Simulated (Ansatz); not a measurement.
# C₂H₅Cl₂InN radical: one species, many methods

The task here is to estimate one member of a computed series from the others.

Program: Ansatz 0.2.0, Gaussian basis. Level of theory: functionals in def2-TZVPP, the program's frozen cores in correlated methods. These are calculated values, not measurements.

Levels to be run: LDA (SPW92), PBE-D4, revPBE-D4, BLYP-D4, r2SCAN-D4, B97M-V, PBE0-D4, B3LYP-D4, r2SCANh-D4, r2SCAN0-D4, HSE06-D4, BHLYP-D4, CAM-B3LYP-D4, LC-ωPBE, ωB97X-V, ωB97M-V, B2PLYP, PBE-QIDH; CCSD(T)/def2-SVP; CCSD(T)/def2-TZVPP; MP2/def2-QZVPP; extrapolation to the limit; RPA on PBE.

## Structure used throughout

The geometry comes from an earlier relaxation with PBE0-D4 in a triple-zeta def2 set; it is a stationary point, not always the lowest conformer. In takes the def2 core potential; no spin-orbit term is included.

11 atoms, charge 0, spin multiplicity 2.

Atoms are counted from 1 here; the program's logs count them from 0.

Bond lengths: C1–N2 1.261 Å, C1–H7 1.088 Å, C1–H8 1.093 Å, N2–C3 1.445 Å, N2–In4 2.359 Å, C3–H9 1.092 Å, C3–H10 1.092 Å, C3–H11 1.094 Å, In4–Cl5 2.387 Å, In4–Cl6 2.392 Å. Angles: N2–C1–H7 119.0°, N2–C1–H8 121.5°, H7–C1–H8 119.5°, C1–N2–C3 120.8°, C1–N2–In4 121.1°, C3–N2–In4 118.0°, N2–C3–H9 109.1°, N2–C3–H10 108.4°, N2–C3–H11 112.0°, H9–C3–H10 107.5°, H9–C3–H11 109.5°, H10–C3–H11 110.2°, N2–In4–Cl5 92.8°, N2–In4–Cl6 94.0°, Cl5–In4–Cl6 116.2°.

The first run:

The input, in.yaml:

```yaml
crystal:
  periodic: [false, false, false]
  atoms:
    - {symbol: C, position_ang: [-0.481999, -1.227156, 0.573828]}
    - {symbol: N, position_ang: [0.091786, -0.152583, 0.248588]}
    - {symbol: C, position_ang: [1.403576, -0.168253, -0.357695]}
    - {symbol: In, position_ang: [-0.999485, 1.926317, 0.474681]}
    - {symbol: Cl, position_ang: [-0.628965, 2.503845, -1.812050]}
    - {symbol: Cl, position_ang: [-3.120838, 0.946684, 0.987903]}
    - {symbol: H, position_ang: [-1.479362, -1.183328, 1.006520]}
    - {symbol: H, position_ang: [-0.004461, -2.197979, 0.419841]}
    - {symbol: H, position_ang: [2.095489, 0.395277, 0.272416]}
    - {symbol: H, position_ang: [1.345191, 0.343437, -1.320550]}
    - {symbol: H, position_ang: [1.779069, -1.186252, -0.493463]}
basis:
  gaussian: {orbitals: def2-TZVPP}
magnetization: {spin_polarized: true, initial_magnetization: 1}
hamiltonian: {xc: lda}
output: {orbitals: {seedname: orbitals}}
```

Steps of the session up to this table: LDA; PBE-D4 (GGA); revPBE-D4 (GGA); BLYP-D4 (GGA); r2SCAN-D4 (meta-GGA); B97M-V (meta-GGA); PBE0-D4 (hybrid); B3LYP-D4 (hybrid); r2SCANh-D4 (hybrid); r2SCAN0-D4 (hybrid); HSE06-D4 (hybrid); BHLYP-D4 (hybrid); CAM-B3LYP-D4 (range-separated); LC-ωPBE (range-separated); ωB97X-V (range-separated); ωB97M-V (range-separated); B2PLYP (double hybrid); PBE-QIDH (double hybrid).

One table of the session follows, with a row left open; its other results are not shown here.

It belongs to the step «Frontier levels by functional». 

```
  functional  HOMO (eV)  LUMO (eV)  gap (eV)
 LDA (SPW92)      -5.13      -4.50      0.63
      PBE-D4      -4.99      -4.15      0.84
   revPBE-D4      -4.94      -4.00      0.94
     BLYP-D4      -4.82      -4.15      0.67
   r2SCAN-D4          ?          ?         ?
      B97M-V      -5.05      -4.29      0.76
     PBE0-D4      -6.00      -3.29      2.71
    B3LYP-D4      -5.78      -3.67      2.10
  r2SCANh-D4      -5.73      -3.55      2.18
  r2SCAN0-D4      -6.29      -3.10      3.19
    HSE06-D4      -5.61      -3.66      1.95
    BHLYP-D4      -6.84      -2.53      4.31
CAM-B3LYP-D4      -7.17      -2.45      4.71
     LC-ωPBE      -8.44      -1.03      7.41
     ωB97X-V      -8.01      -1.42      6.59
     ωB97M-V      -7.99      -1.63      6.36
```

Estimate the missing values for r2SCAN-D4.

Worked estimate for «HOMO (eV)». Against the share of exact exchange, r2SCANh-D4 (0.1, -5.73), r2SCAN0-D4 (0.25, -6.29) give a slope of -3.73 per unit share; at 0 the line stands at -5.36.

As computed: HOMO (eV): -5.36; LUMO (eV): -3.86; gap (eV): 1.50. In «HOMO (eV)» the line misses by 0.00.
